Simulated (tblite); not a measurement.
# C6H10F2SSi: the cost of one run

Programs: tblite 0.8.0 and PySCF 2.14.0, with density-fitted response routines of our own. Each step states its level of theory. These are calculated values for one molecule in the gas phase, unless marked as measured. Atoms count from 0, in the outputs and in this text.

### Step 1. The molecule as given

20 atoms, charge 0, multiplicity 1; geometry from: force field or distance geometry start.

Bonds of the start (Å): C0–C1 1.48, C1–C2 1.19, C2–C3 1.50, C3–F4 1.35, C3–C5 1.53, C5–F6 1.40, C5–Si7 1.83, Si7–S8 2.12, S8–C9 1.84, C0–H10 1.12, C0–H11 1.11, C0–H12 1.12, C3–H13 1.11, C5–H14 1.11, Si7–H15 1.46, Si7–H16 1.49, C9–H17 1.10, C9–H18 1.12, C9–H19 1.12.

### Step 2. Geometry optimisation with GFN2-xTB

The job: settings as JSON, then the geometry in Å.

```
{"job": {"kind": "relax", "xc": "GFN2-xTB", "basis": "xTB"}, "charge": 0, "multiplicity": 1}
C      4.807600    -0.087200    -0.311900
C      3.360400     0.216700    -0.333800
C      2.188900     0.439400    -0.341200
C      0.720400     0.720900    -0.400100
F      0.420000     1.674400    -1.304200
C     -0.020400    -0.602500    -0.629800
F      0.483100    -1.049500    -1.855400
Si    -1.838200    -0.448700    -0.686100
S     -2.656900     0.422000     1.062500
C     -4.484300     0.277200     0.958200
H      5.190400    -0.293900    -1.342800
H      5.317800     0.845100     0.001600
H      5.017300    -0.939400     0.380600
H      0.434500     1.050900     0.615200
H      0.318900    -1.279400     0.182500
H     -2.354400     0.252600    -1.854700
H     -2.406600    -1.826200    -0.779600
H     -4.949100     1.274100     0.983100
H     -4.710900    -0.241300    -0.010800
H     -4.843600    -0.394600     1.779500
```

Command:

```bash
> OMP_NUM_THREADS=1 python probes_run.py task.json out
```

One launch serves the whole session: the jobs run in the order shown.

Q: Estimate the wall time and peak memory of this first job on 1 thread of Arm Neoverse N1, shared host.

About 2.7 s, with a peak of 0.18 GiB.
